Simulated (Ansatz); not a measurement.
# Si5Mo3: the cost of one run

Method: DFT PBE, scalar-relativistic, plane waves, PAW, in Ansatz 0.2.0.

### Step 1. The system as given

The cell holds 24 atoms (Mo9Si15): a = 7.460 Å, b = 6.805 Å, c = 7.543 Å, α = 88.30°, β = 87.28°, γ = 88.68°.

It is the last frame of an earlier stage of the same melt, run at 1240 K.

Structure file:

```cif
data_structure
_symmetry_space_group_name_H-M 'P 1'
_symmetry_Int_Tables_number 1
_cell_length_a 7.4600
_cell_length_b 6.8048
_cell_length_c 7.5426
_cell_angle_alpha 88.296
_cell_angle_beta 87.279
_cell_angle_gamma 88.675
_cell_volume 382.20
loop_
_atom_site_label
_atom_site_type_symbol
_atom_site_fract_x
_atom_site_fract_y
_atom_site_fract_z
_atom_site_occupancy
Si1 Si 0.91551 0.02756 0.85460 1
Si2 Si 0.54048 0.12271 0.31986 1
Si3 Si 0.79190 0.55582 0.56306 1
Si4 Si 0.47496 0.28352 0.71349 1
Si5 Si 0.34159 0.78665 0.43314 1
Si6 Si 0.07532 0.24486 0.01577 1
Si7 Si 0.14331 0.87518 0.11883 1
Si8 Si 0.61374 0.87705 0.55010 1
Si9 Si 0.32424 0.78982 0.80616 1
Si10 Si 0.15947 0.13762 0.65467 1
Si11 Si 0.76016 0.44258 0.90950 1
Si12 Si 0.55817 0.67841 0.17139 1
Si13 Si 0.06831 0.56310 0.30562 1
Si14 Si 0.46830 0.07011 0.01100 1
Si15 Si 0.41294 0.42273 0.37884 1
Mo1 Mo 0.78392 0.20469 0.60307 1
Mo2 Mo 0.79003 0.94849 0.18786 1
Mo3 Mo 0.67739 0.78529 0.85281 1
Mo4 Mo 0.05608 0.60737 0.95856 1
Mo5 Mo 0.39246 0.43619 0.99986 1
Mo6 Mo 0.79001 0.36350 0.24069 1
Mo7 Mo 0.20636 0.15252 0.29477 1
Mo8 Mo 0.15857 0.49834 0.64230 1
Mo9 Mo 0.96910 0.86538 0.54709 1
```

### Step 2. Dynamics at 300 K

One k point, a Fermi-Dirac width of 0.050 eV and a fixed cell.

The input, input.yaml:

```yaml
crystal:
  lattice:
    - [7.457409, 0.080983, 0.177548]
    - [0.080983, 6.803493, 0.105396]
    - [0.177548, 0.105396, 7.539823]
  atoms:
    - { symbol: Si, position: [0.9155084538, 0.027561091, 0.8546015666] }
    - { symbol: Si, position: [0.540483042, 0.1227104722, 0.3198635317] }
    - { symbol: Si, position: [0.7918979075, 0.5558184821, 0.5630584054] }
    - { symbol: Si, position: [0.4749609991, 0.2835242294, 0.7134935063] }
    - { symbol: Si, position: [0.3415916924, 0.7866471457, 0.4331408768] }
    - { symbol: Si, position: [0.0753188852, 0.2448595499, 0.0157722642] }
    - { symbol: Si, position: [0.1433077919, 0.8751806548, 0.1188297809] }
    - { symbol: Si, position: [0.6137405239, 0.8770451213, 0.5500990643] }
    - { symbol: Si, position: [0.324236329, 0.789815286, 0.8061626348] }
    - { symbol: Si, position: [0.1594679463, 0.1376206959, 0.6546730263] }
    - { symbol: Si, position: [0.7601592952, 0.4425764988, 0.9095000383] }
    - { symbol: Si, position: [0.5581681016, 0.6784098636, 0.1713943826] }
    - { symbol: Si, position: [0.0683125231, 0.5631032185, 0.3056229599] }
    - { symbol: Si, position: [0.4683010451, 0.0701114434, 0.011000423] }
    - { symbol: Si, position: [0.4129424865, 0.4227327308, 0.3788375708] }
    - { symbol: Mo, position: [0.7839249058, 0.2046932757, 0.6030712166] }
    - { symbol: Mo, position: [0.7900277803, 0.9484871912, 0.1878606731] }
    - { symbol: Mo, position: [0.6773891109, 0.7852885375, 0.8528054571] }
    - { symbol: Mo, position: [0.0560833368, 0.6073653435, 0.9585604027] }
    - { symbol: Mo, position: [0.3924606846, 0.4361858111, 0.9998612742] }
    - { symbol: Mo, position: [0.790010035, 0.3634975709, 0.2406903328] }
    - { symbol: Mo, position: [0.2063639798, 0.1525187129, 0.2947701603] }
    - { symbol: Mo, position: [0.1585666127, 0.4983357825, 0.6423012894] }
    - { symbol: Mo, position: [0.9690999506, 0.8653750405, 0.5470911232] }
  symmetry: { detect: false }
basis:
  ecutwfc: 420
kpoints:
  mp_grid: { grid: [1, 1, 1], shift: [0.25, 0.25, 0.25] }
hamiltonian:
  xc: pbe
scf:
  occupations: { method: fermi_dirac, width: 0.05 }
  lower_state_search: "off"
  convergence: { dr2_threshold: 1.0e-06 }
output:
  forces: true
  stress: true
md:
  timestep: 3.0
  n_steps: 97
  ensemble: nvt_langevin
  friction: 0.03
  temperature: 300.0
  initial_velocities: maxwell_boltzmann
  seed: 26999
```

Started as:

```console
$ ansatz run input.yaml --threads 2 --pin off --max-ram 5120MiB --backend cpu --events-out ev --progress --plain --runs-dir out
```

What time and memory should one allow on 2 threads of AMD EPYC 7R43 (Zen 3), shared host?

About 4 min, with a peak of 0.64 GiB.
